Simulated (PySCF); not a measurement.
Here is a PySCF 2.14.0 calculation.

The input run.py:

```python
import json
import numpy as np
from pyscf.pbc import gto, scf, dft, df

cell = gto.Cell()
cell.basis = 'pob-tzvp-rev2'
cell.fromfile('SiBr2.xyz')
cell.exp_to_discard = 0
cell.precision = 1e-08
cell.max_memory = 2520  # MB
cell.verbose = 4
cell.build()

res = {}
kpts = cell.make_kpts([1, 1, 1])
mf = scf.KRHF(cell, kpts, exxdiv='ewald')
mf = mf.density_fit()
mf.with_df._cderi = 'cderi.h5'  # three-centre integrals saved by an earlier run on this cell, basis and mesh
mf.conv_tol = 1e-08
mf.max_cycle = 60

mf.kernel()
res.update(converged=bool(mf.converged), e_tot=mf.e_tot, nelec=cell.nelectron, nao=cell.nao, mesh=list(map(int, cell.mesh)), a=cell.lattice_vectors().tolist(), coords=cell.atom_coords().tolist(),
           mo_energy=[np.real(x).tolist() for x in mf.mo_energy], mo_occ=[np.real(x).tolist() for x in mf.mo_occ])
import h5py
print('fit functions by k pair:', sorted({v['0'].shape[0] for v in h5py.File(mf.with_df._cderi)['j3c'].values()}))
res.update(kpts=cell.get_scaled_kpts(kpts).tolist())
res['parts'] = {k: float(np.real(v)) for k, v in mf.scf_summary.items() if np.isscalar(v)}
json.dump(res, open('results.json', 'w'))
if not mf.converged:
    raise SystemExit('SCF not converged')

print('levels (eV)')
for i, kp in enumerate(res['kpts'][:40]):
    print('k %7.4f %7.4f %7.4f  ' % tuple(kp), ' '.join('%.3f' % (x * 27.211386) for x in res['mo_energy'][i][:47]))

# Mulliken populations
dm, s = np.asarray(mf.make_rdm1()), np.asarray(mf.get_ovlp())
sites = cell.aoslice_by_atom()[:, 2:]
tot = np.einsum('kij,kji->i', dm, s).real / len(kpts)
res['mulliken'] = [cell.atom_charge(i) - tot[a0:a1].sum() for i, (a0, a1) in enumerate(sites)]
print('Mulliken charges', np.round(res['mulliken'], 5))

from pyscf.pbc import mp
pt = mp.KMP2(mf, frozen=23)
pt.kernel(with_t2=False)
res.update(e_corr=pt.e_corr, e_ss=getattr(pt, 'e_corr_ss', None), e_os=getattr(pt, 'e_corr_os', None))
res['done'] = True
json.dump(res, open('results.json', 'w'))
```

Contents of SiBr2.xyz:

```xyz
3
Lattice="11.0000000000 0.0000000000 0.0000000000 0.0000000000 13.0000000000 0.0000000000 0.0000000000 0.0000000000 11.0000000000" Properties=species:S:1:pos:R:3 pbc="T T T"
Br     6.3855500500      8.0883500100      6.0576499500
Si     4.6404499900      7.1319500200      5.0103499600
Br     5.1944500300      4.9536500000      5.0789500300
```

Potentials or basis: pob-tzvp-rev2 (all-electron).

Launch:

```bash
$ OMP_NUM_THREADS=2 python -u run.py > log
```

(1) Estimate the Mulliken charges.

(2) Predict the MP2 correlation energy per cell.

(3) Estimate the gap between the frontier levels.

## Answers

(1) Br -0.21; Si +0.41 e.

(2) -16.144 eV.

(3) 10.20 eV.

Caveat: the basis is small and the box finite, so much correlation energy is missing and levels can be off by tenths of an eV; this is a molecule in a periodic box at the Γ point, so its band gap is the HOMO-LUMO gap; total energy, band gap and charges are those of the mean-field reference; relativity is left out, which matters for the heavier elements; the basis of atomic orbitals isn't converged, which shifts pressures, moduli and gaps.
